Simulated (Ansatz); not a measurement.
**CH4BGeI: how energies converge with the basis set**

How large a basis does CH4BGeI need? Two functionals are run in growing sets.

Computed with Ansatz 0.2.0, Gaussian basis. Level: one geometry, several basis sets.

The runs, in order: PBE0-D4/def2-SVP; ωB97M-V/def2-SVP; PBE0-D4/def2-QZVPP; ωB97M-V/def2-QZVPP; the functionals' def2-TZVPP values are taken from earlier runs.

### 1 Structure used throughout

All runs share one geometry, relaxed beforehand with PBE0-D4 in a triple-zeta def2 set. I takes the def2 core potential; no spin-orbit term is included.

SMILES `[I][GeH]1[BH][CH2]1`, 8 atoms, charge 0, spin multiplicity 1.

Atoms are counted from 1 here; the program's logs count them from 0.

Bond lengths: I1–Ge2 2.509 Å, Ge2–B3 1.968 Å, Ge2–C4 2.356 Å, Ge2–H5 1.539 Å, B3–C4 1.455 Å, B3–H6 1.185 Å, C4–H7 1.090 Å, C4–H8 1.091 Å. Angles: I1–Ge2–B3 122.2°, I1–Ge2–C4 129.4°, I1–Ge2–H5 105.3°, B3–Ge2–C4 38.0°, B3–Ge2–H5 126.8°, C4–Ge2–H5 93.8°, Ge2–B3–C4 85.6°, Ge2–B3–H6 128.4°, C4–B3–H6 135.8°, Ge2–C4–B3 56.4°, Ge2–C4–H7 81.6°, Ge2–C4–H8 145.3°, B3–C4–H7 126.9°, B3–C4–H8 121.4°, H7–C4–H8 111.7°.

### 2 PBE0-D4 in def2-SVP

Input file in.yaml:

```yaml
crystal:
  periodic: [false, false, false]
  atoms:
    - {symbol: I, position_ang: [-2.160635, 2.193716, -1.035651]}
    - {symbol: Ge, position_ang: [0.020729, 1.070649, -0.509472]}
    - {symbol: B, position_ang: [0.287067, 0.015239, 1.130576]}
    - {symbol: C, position_ang: [0.431635, -1.125158, 0.238062]}
    - {symbol: H, position_ang: [0.698689, 0.842320, -1.871741]}
    - {symbol: H, position_ang: [-0.174258, 0.199260, 2.206462]}
    - {symbol: H, position_ang: [1.005376, -1.161976, -0.687761]}
    - {symbol: H, position_ang: [-0.016502, -2.091150, 0.473722]}
basis:
  gaussian: {orbitals: def2-SVP}
hamiltonian: {xc: pbe0, dispersion: d4}
output: {orbitals: {seedname: orbitals}}
```

The run is started by

```bash
> ansatz run in.yaml --threads 4 --pin off --events-out ev --progress --plain --max-ram 10444MiB
```

The runs that follow: ωB97M-V in def2-SVP; PBE0-D4 in def2-QZVPP; ωB97M-V in def2-QZVPP.

Q: Predict the results of all the runs planned. Wanted: PBE0-D4: double and triple zeta above quadruple; ωB97M-V: double and triple zeta above quadruple.

**Answer**, as computed:

| quantity | value |
| --- | --- |
| PBE0-D4: double and triple zeta above quadruple | 10.69, 1.35 eV |
| ωB97M-V: double and triple zeta above quadruple | 10.77, 1.31 eV |

In words: PBE0-D4 gains 9.33 eV from double to triple zeta, then 1.35 eV more. These are total energies; as a rule much of such shifts cancels in differences, which this series doesn't test.
